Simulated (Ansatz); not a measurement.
# CZr: the cost of one run

Computed with Ansatz 0.2.0, Gaussian basis. Level: def2-QZVPP, core rule «outside noble gas», up to 5 orbitals frozen.

Plan: UHF; ROHF; CCSD(T) on UHF.

**1. What is computed**

The geometry is a PBE0/def2-TZVP stationary point (not a proven minimum) of the parent state, kept for this charge and spin. No spin-orbit coupling is included. Elements past krypton take def2 core potentials.

2 atoms, charge 1, spin multiplicity 4.

Atoms are counted from 1 here; the program's logs count them from 0.

Bond lengths: Zr1–C2 2.091 Å.

Geometry (Å):

```
Zr    0.00000    0.00000    0.00000
C     0.00000    0.00000    2.09100
```

**2. UHF**

in.yaml

```yaml
crystal:
  periodic: [false, false, false]
  atoms:
    - {symbol: Zr, position_ang: [0.000000, 0.000000, 0.000000]}
    - {symbol: C, position_ang: [0.000000, 0.000000, 2.091000]}
basis:
  gaussian: {orbitals: "def2-QZVPP.json"}
total_charge: 1
magnetization: {spin_polarized: true, initial_magnetization: 3}
hamiltonian: {xc: hf}
output: {orbitals: {seedname: orbitals}}
```

The run is started by

```console
> ansatz run in.yaml --threads 1 --pin off --events-out ev --progress --plain --max-ram 4096MiB --backend cpu
```

Q: Estimate wall time and peak memory on 1 thread of AMD EPYC 7R13, shared host.

About 31 s, with a peak of 0.29 GiB.
